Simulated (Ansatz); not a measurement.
# SnH₄O₄: basis-set convergence

The task here is to estimate one member of a computed series from the others.

Computed with Ansatz 0.2.0, Gaussian basis. Level: one geometry, several basis sets.

Levels to be run: PBE0-D4/def2-SVP; ωB97M-V/def2-SVP; PBE0-D4/def2-QZVPP; ωB97M-V/def2-QZVPP; the functionals' def2-TZVPP values are taken from earlier runs.

## The relaxed structure

All runs share one geometry, relaxed beforehand with PBE0-D4 in a triple-zeta def2 set. Sn takes the def2 core potential; no spin-orbit term is included.

SMILES `[OH][Sn]([OH])([OH])[OH]`, 9 atoms, charge 0, spin multiplicity 1.

Atoms are counted from 1 here; the program's logs count them from 0.

Bond lengths: O1–Sn2 1.943 Å, O1–H6 0.961 Å, Sn2–O3 1.943 Å, Sn2–O4 1.943 Å, Sn2–O5 1.943 Å, O3–H7 0.961 Å, O4–H8 0.961 Å, O5–H9 0.961 Å. Angles: Sn2–O1–H6 112.2°, O1–Sn2–O3 116.2°, O1–Sn2–O4 106.2°, O1–Sn2–O5 106.2°, O3–Sn2–O4 106.2°, O3–Sn2–O5 106.2°, O4–Sn2–O5 116.2°, Sn2–O3–H7 112.2°, Sn2–O4–H8 112.2°, Sn2–O5–H9 112.2°.

The first run:

The input, in.yaml:

```yaml
crystal:
  periodic: [false, false, false]
  atoms:
    - {symbol: O, position_ang: [-0.216778, 1.535850, -1.162933]}
    - {symbol: Sn, position_ang: [0.009741, -0.005190, -0.001898]}
    - {symbol: O, position_ang: [1.705833, -0.942242, -0.141032]}
    - {symbol: O, position_ang: [-1.359391, -1.281853, -0.521261]}
    - {symbol: O, position_ang: [-0.090581, 0.667581, 1.817828]}
    - {symbol: H, position_ang: [-0.709633, 1.321370, -1.960105]}
    - {symbol: H, position_ang: [2.326066, -0.675439, 0.543461]}
    - {symbol: H, position_ang: [-1.052463, -2.190720, -0.456682]}
    - {symbol: H, position_ang: [-0.524294, 1.524343, 1.865421]}
basis:
  gaussian: {orbitals: def2-SVP}
hamiltonian: {xc: pbe0, dispersion: d4}
output: {orbitals: {seedname: orbitals}}
```

Command:

```console
$ ansatz run in.yaml --threads 4 --pin off --events-out ev --progress --plain --max-ram 10444MiB
```

Among the steps run: PBE0-D4 in def2-SVP; ωB97M-V in def2-SVP; PBE0-D4 in def2-QZVPP; ωB97M-V in def2-QZVPP.

One table of the session follows, with a row left open; its other results are not shown here.

It belongs to the step «Functionals by basis». 

| functional | basis | HOMO (eV) |
| --- | --- | --- |
| PBE0-D4 | def2-SVP | -8.80 |
| PBE0-D4 | def2-TZVPP | -9.13 |
| PBE0-D4 | def2-QZVPP | -9.18 |
| ωB97M-V | def2-SVP | -11.23 |
| ωB97M-V | def2-TZVPP | -11.56 |
| ωB97M-V | def2-QZVPP | ? |

Q: Estimate the row for ωB97M-V, def2-QZVPP from the others.

The run gave: HOMO (eV): -11.62. In the column «HOMO (eV)» it is the lowest.
